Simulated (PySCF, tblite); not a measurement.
# C2H12N2OSi3: geometry, infrared bands and NMR shifts

Aim: predict the infrared bands and NMR shifts of C2H12N2OSi3 (`N[Si@]1(O[SiH3])CC[SiH2]N1`).

Programs: tblite 0.8.0 and PySCF 2.14.0, with density-fitted response routines of our own. Each step states its level of theory. These are calculated values for one molecule in the gas phase, unless marked as measured. Atoms count from 0, in the outputs and in this text.

**1. The molecule as given**

20 atoms, charge 0, multiplicity 1; geometry from: force field or distance geometry start.

Bonds of the start (Å): N0–Si1 1.76, Si1–O2 1.74, O2–Si3 1.71, Si1–C4 1.84, C4–C5 1.50, C5–Si6 1.87, Si6–N7 1.81, N7–Si1 1.79, N0–H8 1.04, N0–H9 1.03, Si3–H10 1.47, Si3–H11 1.48, Si3–H12 1.45, C4–H13 1.11, C4–H14 1.11, C5–H15 1.10, C5–H16 1.10, Si6–H17 1.46, Si6–H18 1.47, N7–H19 1.04.

**2. Relaxing the molecule with GFN2-xTB**

What the job is given:

```
{"job": {"kind": "relax", "xc": "GFN2-xTB", "basis": "xTB"}, "charge": 0, "multiplicity": 1}
N      0.572300     2.122800    -0.474900
Si     0.296200     0.636000     0.433800
O      1.731800     0.283000     1.358800
Si     2.855600    -0.624400     0.443400
C     -0.052200    -0.854900    -0.590200
C     -1.458300    -0.642500    -1.075400
Si    -2.329600    -0.282100     0.538900
N     -1.151600     0.708100     1.485600
H      0.249100     2.925900     0.109200
H      0.098200     2.150000    -1.392500
H      3.916800    -1.051400     1.361100
H      2.259100    -1.864500    -0.103600
H      3.429600     0.139700    -0.643900
H      0.689100    -1.053200    -1.389200
H     -0.079800    -1.741600     0.074600
H     -1.881600    -1.578200    -1.479200
H     -1.574000     0.202600    -1.774000
H     -3.610600     0.387700     0.354200
H     -2.480900    -1.546900     1.271100
H     -1.484300     1.694500     1.489200
```

Run with:

```sh
> OMP_NUM_THREADS=1 python probes_run.py task.json out
```

One launch serves the whole session: the jobs run in the order shown.

**Question.** This job is followed by: GFN2-xTB harmonic vibrations, gas phase; GIAO PBE0/pcSseg-1 NMR shielding, non-relativistic, gas phase. Predict these results of the whole session: strongest single infrared mode (GFN2-xTB); zero-point energy (GFN2-xTB); 13C shifts against TMS (PBE0/pcSseg-1); 1H shifts against TMS (PBE0/pcSseg-1, means over atoms taken as alike); 15N shifts against NH3 (PBE0/pcSseg-1); 29Si shifts against TMS (PBE0/pcSseg-1); 17O shifts against H2O (PBE0/pcSseg-1).

The runs gave:

| quantity | value |
| --- | --- |
| strongest single infrared mode (GFN2-xTB) | 1085 cm⁻¹, 746 km/mol |
| zero-point energy (GFN2-xTB) | 88.8 kcal/mol |
| 13C shifts against TMS (PBE0/pcSseg-1) | 8.7, 5.7 ppm |
| 1H shifts against TMS (PBE0/pcSseg-1, means over atoms taken as alike) | 5.14, 4.91, 4.85, 1.13, 0.91, 0.88, 0.57, 0.53, 0.36 ppm |
| 15N shifts against NH3 (PBE0/pcSseg-1) | 40.1, 29.7 ppm |
| 29Si shifts against TMS (PBE0/pcSseg-1) | -18.9, -32.8, -44.5 ppm |
| 17O shifts against H2O (PBE0/pcSseg-1) | 37.1 ppm |

**Reading.** The optimisation took 109 steps and gained 1.477 eV; among the close pairs (by a distance rule), Si1–O2 changed most, from 1.744 to 1.626 Å. The lowest mode is slightly imaginary (5i cm⁻¹), a soft motion within the noise of the Hessian, so the minimum is not strictly shown. The strongest single mode, at 1085 cm⁻¹, moves mainly O2. GFN2-xTB is a fitted tight-binding method: band positions and strengths are rough. Its intensities can rank the bands wrongly. At PBE0/pcSseg-1: Shielding is most anisotropic at Si3 (span 111 ppm, paramagnetic term -486 ppm).
